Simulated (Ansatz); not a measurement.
# GeS (singlet): relaxing a cheap start

Where does this start of GeS (singlet) end when it is relaxed?

Method: RKS PBE0/def2-TZVP; program: Ansatz 0.2.0, Gaussian basis.

### Step 1. The starting structure

2 atoms, charge 0, spin multiplicity 1.

Atoms are counted from 1 here; the program's logs count them from 0.

Bond lengths: Ge1–S2 2.092 Å.

The start is set by covalent radii. Sticks and bond lists go by distance. No spin-orbit coupling is included. 

### Step 2. Relaxation

in.yaml reads:

```yaml
crystal:
  periodic: [false, false, false]
  atoms:
    - {symbol: Ge, position_ang: [0.000000, 0.000000, 0.000000]}
    - {symbol: S, position_ang: [0.000000, 0.000000, 2.092500]}
basis:
  gaussian: {orbitals: def2-TZVP}
hamiltonian: {xc: pbe0}
relax: {f_tol: 0.004, max_steps: 80}
```

The run is started by

```
ansatz run in.yaml --threads 1 --pin off --events-out ev --progress --plain --max-ram 2176MiB
```

**Question.** What will these runs give? Wanted: energy gained; shift from the start; total energy; dipole moment.

The runs gave:

```
                  quantity           value
                     steps               5
             energy gained        0.079 eV
shift from the start (rms)         0.039 Å
              total energy  -67343.7382 eV
             dipole moment          2.22 D
```

The bonds of the start are those of the end. Ge1–S2 went from 2.092 to 2.014 Å. No vibrations were run, so this is a stationary point, not a proven minimum, and this spin need not be the ground state's.
